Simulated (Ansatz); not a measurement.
## CH3Se, SMILES C[Se]: vertical and adiabatic energies of changing the electron count, step by step

Computed with the Ansatz DFT code, driven from Python.

Typed at the interpreter:
```pycon
>>> import itertools
>>> import ansatz as az
>>> from ase.data import atomic_numbers, covalent_radii
>>> import numpy as np
>>> BASIS = "def2-SVP"
>>> FUNCTIONAL = "r2scan"
>>> CHARGE = 1
>>> GEOMETRY = """
... C    -0.11987   -0.10767    0.07753
... Se    1.18881    1.06378   -0.76596
... H     0.18584   -1.13997   -0.06782
... H    -0.16537    0.12227    1.13847
... H    -1.08940    0.06159   -0.38223
... """
>>> molecule = az.Crystal.molecule()
>>> for line in GEOMETRY.strip().splitlines():
...     symbol, *xyz = line.split()
...     molecule = molecule.atom(symbol, [float(v) for v in xyz])
...
>>> model = molecule.calculation().basis(gaussian=BASIS).functional(FUNCTIONAL).spin("collinear", total=1)
>>> symbols = [site.symbol for site in molecule.cartesian_sites]
>>> start = np.array([site.position_ang for site in molecule.cartesian_sites], dtype=float)
>>> summary = model.relax(force_tolerance=0.01).run().report
>>> end = np.array(summary["positions_ang"])
>>> minimum = az.Crystal.molecule()
>>> for symbol, place in zip(symbols, end):
...     minimum = minimum.atom(symbol, place.tolist())
...
>>> ion = (
...     minimum.calculation()
...     .basis(gaussian=BASIS)
...     .functional(FUNCTIONAL)
...     .charge(CHARGE)
... )
>>> vertical = ion.run().report
>>> settled = ion.relax(force_tolerance=0.01, max_steps=80).run().report
>>> print(f"vertical ionisation energy   {vertical['free_energy_ev'] - summary['free_energy_ev']:.3f} eV")
vertical ionisation energy   10.442 eV
>>> print(f"adiabatic, no zero point     {settled['free_energy_ev'] - summary['free_energy_ev']:.3f} eV")
adiabatic, no zero point     10.189 eV
>>> print(f"relaxation energy of the ion {vertical['free_energy_ev'] - settled['free_energy_ev']:.3f} eV")
relaxation energy of the ion 0.253 eV
>>> ionised = np.array(settled["positions_ang"])
>>> radius = [covalent_radii[atomic_numbers[s]] for s in symbols]
>>> span = lambda where, i, j: np.linalg.norm(where[i] - where[j])
>>> bonded = [(i, j) for i, j in itertools.combinations(range(len(symbols)), 2) if min(span(end, i, j), span(ionised, i, j)) < 1.2 * (radius[i] + radius[j])]
>>> print("pair        before    after (A)")
pair        before    after (A)
>>> for i, j in bonded:
...     print(f"{symbols[i]}{i}-{symbols[j]}{j}".ljust(10), f"{span(end, i, j):8.4f} {span(ionised, i, j):8.4f}")
...
C0-Se1       1.9384   1.8206
C0-H2        1.0988   1.1016
C0-H3        1.0989   1.1016
C0-H4        1.1028   1.2218
```

The energies are electronic: no zero-point or thermal terms, and the basis set is short of its limit. The product may relax into another structure. Each relaxation finds its nearest minimum, which needn't be the lowest. The run takes the species as open-shell (spin multiplicity 2), which needn't be its ground state. Only the spin states typed were run; another state of an ion can lie lower, by up to an eV or two. The whole script took 3 min on 1 thread of Arm Neoverse V2, on a shared host, peak memory 0.24 GiB.
